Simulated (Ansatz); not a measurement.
Write a Python script for Ansatz 0.2.0, Python API that makes energies of removing a hydrogen of CH7BFNSn, SMILES [CH3][SnH2][B](N)F. Use (for the species named): CAM-B3LYP, def2-SVP basis, multiplicity 1.

```csv
atom,x (Å),y (Å),z (Å)
C,-2.0988,0.4158,-0.5204
Sn,-0.3963,-0.7173,-0.1693
B,1.2459,0.6322,0.3814
N,2.7237,0.0654,0.7061
F,1.0645,2.0497,0.4458
H,-1.9480,1.1912,-1.3582
H,-2.9603,-0.2044,-0.8108
H,-2.3739,1.0387,0.3808
H,0.0371,-1.5791,-1.5773
H,-0.6988,-1.8377,1.1605
H,2.5108,-0.6300,1.5087
H,2.9711,-0.4797,-0.1133
```

`bde_ch7bfnsn.py`
```python
import ansatz as az
from ase import Atoms


def energy_of(molecule, charge=0, unpaired=0):
    calc = molecule.calculation().basis(gaussian="def2-SVP").functional("cam_b3lyp")
    if charge:
        calc = calc.charge(charge)
    if unpaired:
        calc = calc.spin("collinear", total=unpaired)
    return calc.run(threads=1).report["free_energy_ev"]

def without(molecule, index):
    rest = az.Crystal.molecule()
    for i, site in enumerate(molecule.cartesian_sites):
        if i != index:
            rest = rest.atom(site.symbol, site.position_ang)
    return rest

atoms = Atoms(["C", "Sn", "B", "N", "F", "H", "H", "H", "H", "H", "H", "H"], positions=[
    [-2.0988, 0.4158, -0.5204],
    [-0.3963, -0.7173, -0.1693],
    [1.2459, 0.6322, 0.3814],
    [2.7237, 0.0654, 0.7061],
    [1.0645, 2.0497, 0.4458],
    [-1.948, 1.1912, -1.3582],
    [-2.9603, -0.2044, -0.8108],
    [-2.3739, 1.0387, 0.3808],
    [0.0371, -1.5791, -1.5773],
    [-0.6988, -1.8377, 1.1605],
    [2.5108, -0.63, 1.5087],
    [2.9711, -0.4797, -0.1133],
])
geometry = az.Crystal.molecule_from_ase(atoms)

whole = energy_of(geometry, 0)
hydrogen = energy_of(az.Crystal.molecule().atom("H", (0, 0, 0)), 0, 1)
print(f"E(molecule) = {whole:.5f} eV, E(H) = {hydrogen:.5f} eV")
for index in [7, 9, 11]:
    radical = energy_of(without(geometry, index), 0, 1)
    print(f"H{index}: homolysis {(radical + hydrogen - whole):.3f} eV")
    anion = energy_of(without(geometry, index), -1)
    print(f"H{index}: loss of a proton {(anion - whole):.3f} eV")
```

```console
$ python bde_ch7bfnsn.py
E(molecule) = -11858.55529 eV, E(H) = -13.54842 eV
H7: homolysis 4.940 eV
H7: loss of a proton 17.839 eV
H9: homolysis 3.318 eV
H9: loss of a proton 15.560 eV
H11: homolysis 4.494 eV
H11: loss of a proton 16.738 eV
```

What to keep in mind:
- Total energies depend on the basis set; only differences at equal settings carry meaning.
- The geometry is a force-field or estimated start, not a minimum of this method, and the basis set is short of its limit. All parts are taken at fixed geometry, without zero-point energy.
- def2 sets replace the cores of elements past krypton by effective core potentials.
- The spin-orbit lowering of heavy atoms is left out.
- Anions want diffuse functions, which this basis lacks.
- Wall time of the script: 30 s on 1 thread of Intel(R) Xeon(R) 6975P-C (Granite Rapids), with other jobs on the host, peak memory 0.48 GiB.

(Lines on the test bed's own set-up are left out of the output.)
